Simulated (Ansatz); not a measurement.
# HS (SMILES [SH]) at UBLYP/3-21G

What is the electronic atomisation energy of HS at UBLYP/3-21G? 

Program for the calculation: Ansatz 0.2.0.

55 further runs of the same task are left out: 2 that didn't finish, 53 set aside as unsound or not needed.

## Step 1: The system as given

HS: 2 atoms, total charge 0, spin state doublet. As SMILES, `[SH]`. Geometry: relaxed at GFN2-xTB.

Bond lengths: S1–H2 1.330 Å.

## Step 2: The energy at UBLYP/3-21G

The input, job.yaml:

```yaml
basis:
  gaussian:
    orbitals: 3-21G.json
crystal:
  periodic: [false, false, false]
  atoms:
    - {symbol: S, position_ang: [0.568010, -0.185670, 0.292090]}
    - {symbol: H, position_ang: [-0.568010, 0.185670, -0.292090]}
magnetization:
  spin_polarized: true
  initial_magnetization: 1
hamiltonian:
  xc: {name: BLYP}
accuracy: high
```

The basis set 3-21G is read from a file made from the Basis Set Exchange's data (not shown).

On the command line:

```bash
$ ansatz run job.yaml --threads 1 --pin off --max-ram 2610MiB --events-out events.jsonl --progress --plain --runs-dir runs
```

Output:

```text
Warning: RAYON_NUM_THREADS=1 ignored (pool sized by the plan → 1); use --threads N
Functional definition: BLYP
  name "BLYP"
  parameter beta = 0.0042
  parameter a = 0.04918
  parameter b = 0.132
  parameter c = 0.2533
  parameter d = 0.349
  exchange = b88_x(beta = beta)
  correlation = lyp_c(a = a, b = b, c = c, d = d)
269 factors; integrals over basis functions are off by at most 3.7e-9 eV
mean field evaluation 1: about -10795.9729 eV, gradient 5.9e0 eV
mean field evaluation 2: about -10795.9536 eV, gradient 6.5e0 eV
mean field evaluation 4: about -10796.2178 eV, gradient 8.6e-2 eV
mean field evaluation 8: about -10796.2107 eV, gradient 2.0e-4 eV
mean field evaluation 16: about -10796.1989 eV, gradient 9.8e-1 eV
mean field -10796.21070529 eV, -396.7534254850 hartree, gradient 1.2e-8 eV, S^2 0.750613; 1 other end points of the search recorded, 0 dependent functions left out
reference -10796.21073621 eV, -396.7534266212 hartree; 9, 8 occupied and 6, 7 virtual orbitals, 269 factors
Total energy: -10796.21073621 eV, -396.7534266212 hartree
```

Run time: 0.7 s. Hardware: 1 thread of Arm Neoverse V2, shared host.

## Step 3: The H atom at the same level

The input, molecule.yaml:

```yaml
crystal:
  periodic: [false, false, false]
  atoms:
    - {symbol: H, position_ang: [0.000000, 0.000000, 0.000000]}
basis:
  gaussian:
    orbitals: 3-21G.json
accuracy: high
magnetization:
  spin_polarized: true
  initial_magnetization: 1
hamiltonian:
  xc: {name: BLYP}
```

The basis set 3-21G is read from a file made from the Basis Set Exchange's data (not shown).

Run the same way, it converges to -0.49219 Eh (log not shown).

## Step 4: The S atom, same level

The input, molecule.yaml:

```yaml
crystal:
  periodic: [false, false, false]
  atoms:
    - {symbol: S, position_ang: [0.000000, 0.000000, 0.000000]}
basis:
  gaussian:
    orbitals: 3-21G.json
magnetization:
  spin_polarized: true
  initial_magnetization: 2
hamiltonian:
  xc: {name: BLYP}
accuracy: high
```

The basis set 3-21G is read from a file made from the Basis Set Exchange's data (not shown).

Run the same way, it converges to -396.13854 Eh (log not shown).

## Step 5: Results

At UBLYP/3-21G:

| quantity | value |
| --- | --- |
| molecule: total energy | -396.75343 Eh |
| molecule: ⟨S²⟩ | 0.751 |
| H atom: total energy | -0.49219 Eh |
| H atom: ⟨S²⟩ | 0.750 |
| S atom: total energy | -396.13854 Eh |
| S atom: ⟨S²⟩ | 2.000 |
| electronic atomisation energy | 3.339 eV |

**Reading.** Taking the molecule apart into free atoms costs 3.34 eV (77 kcal/mol), before zero-point energy and without spin-orbit coupling. The basis has no polarisation functions, which makes bonds too weak.
